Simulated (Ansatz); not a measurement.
**C₂H₇GaSe: one species, many methods**

An exercise on one series of results from a longer session: the logs are not shown, and one member is left open.

Computed with Ansatz 0.2.0, Gaussian basis. Level: functionals in def2-TZVPP, the program's frozen cores in correlated methods.

The runs, in order: LDA (SPW92), PBE-D4, revPBE-D4, BLYP-D4, r2SCAN-D4, B97M-V, PBE0-D4, B3LYP-D4, r2SCANh-D4, r2SCAN0-D4, HSE06-D4, BHLYP-D4, CAM-B3LYP-D4, LC-ωPBE, ωB97X-V, ωB97M-V, B2PLYP, PBE-QIDH; CCSD(T)/def2-SVP; CCSD(T)/def2-TZVPP; MP2/def2-QZVPP; extrapolation to the limit; RPA on PBE.

## The geometry

An earlier PBE0-D4 in a triple-zeta def2 set relaxation fixed the geometry.

SMILES `[CH3][GaH][Se]C`, 11 atoms, charge 0, spin multiplicity 1.

Atoms are counted from 1 here; the program's logs count them from 0.

Bond lengths: C1–Ga2 1.965 Å, C1–H5 1.092 Å, C1–H6 1.090 Å, C1–H7 1.093 Å, Ga2–Se3 2.321 Å, Ga2–H8 1.565 Å, Se3–C4 1.961 Å, C4–H9 1.087 Å, C4–H10 1.088 Å, C4–H11 1.088 Å. Angles: Ga2–C1–H5 110.4°, Ga2–C1–H6 111.6°, Ga2–C1–H7 110.0°, H5–C1–H6 108.8°, H5–C1–H7 107.4°, H6–C1–H7 108.6°, C1–Ga2–Se3 118.4°, C1–Ga2–H8 126.8°, Se3–Ga2–H8 114.7°, Ga2–Se3–C4 100.0°, Se3–C4–H9 110.5°, Se3–C4–H10 106.7°, Se3–C4–H11 110.5°, H9–C4–H10 109.4°, H9–C4–H11 110.3°, H10–C4–H11 109.4°.

Set-up of the first run:

File in.yaml:

```yaml
crystal:
  periodic: [false, false, false]
  atoms:
    - {symbol: C, position_ang: [-1.470780, 0.878736, 0.076502]}
    - {symbol: Ga, position_ang: [-0.603146, -0.234893, 1.443084]}
    - {symbol: Se, position_ang: [1.410151, -1.262376, 0.916671]}
    - {symbol: C, position_ang: [1.641570, -0.631506, -0.925277]}
    - {symbol: H, position_ang: [-1.632728, 0.302021, -0.837074]}
    - {symbol: H, position_ang: [-2.430515, 1.263210, 0.423190]}
    - {symbol: H, position_ang: [-0.828595, 1.724998, -0.180029]}
    - {symbol: H, position_ang: [-1.123463, -0.517625, 2.892125]}
    - {symbol: H, position_ang: [1.707658, 0.453681, -0.950327]}
    - {symbol: H, position_ang: [2.574700, -1.059321, -1.287260]}
    - {symbol: H, position_ang: [0.820547, -0.973826, -1.550905]}
basis:
  gaussian: {orbitals: def2-TZVPP}
hamiltonian: {xc: lda}
output: {orbitals: {seedname: orbitals}}
```

Steps of the session up to this table: LDA; PBE-D4 (GGA); revPBE-D4 (GGA); BLYP-D4 (GGA); r2SCAN-D4 (meta-GGA); B97M-V (meta-GGA); PBE0-D4 (hybrid); B3LYP-D4 (hybrid); r2SCANh-D4 (hybrid); r2SCAN0-D4 (hybrid); HSE06-D4 (hybrid); BHLYP-D4 (hybrid); CAM-B3LYP-D4 (range-separated); LC-ωPBE-D4 (range-separated; the results give it without D4); ωB97X-V (range-separated); ωB97M-V (range-separated); B2PLYP (double hybrid); PBE-QIDH (double hybrid).

One of the session's tables, all rows but one given; the rest of the session is left out.

It belongs to the step «Frontier levels by functional». 

| functional | HOMO (eV) | gap (eV) |
| --- | --- | --- |
| LDA (SPW92) | ? | ? |
| PBE-D4 | -5.58 | 3.79 |
| revPBE-D4 | -5.53 | 3.84 |
| BLYP-D4 | -5.43 | 3.70 |
| r2SCAN-D4 | -5.82 | 4.25 |
| B97M-V | -5.88 | 4.16 |
| PBE0-D4 | -6.64 | 5.59 |
| B3LYP-D4 | -6.43 | 5.13 |
| r2SCANh-D4 | -6.21 | 4.91 |
| r2SCAN0-D4 | -6.80 | 5.89 |
| HSE06-D4 | -6.25 | 4.83 |
| BHLYP-D4 | -7.57 | 7.25 |
| CAM-B3LYP-D4 | -7.89 | 7.72 |
| LC-ωPBE | -9.20 | 10.15 |
| ωB97X-V | -8.88 | 9.70 |
| ωB97M-V | -8.76 | 9.37 |

**Question.** Estimate the row for LDA (SPW92).

**Answer.** HOMO (eV): -5.73; gap (eV): 3.68. In the column «HOMO (eV)» it lies between r2SCAN-D4 (-5.82) and PBE-D4 (-5.58).
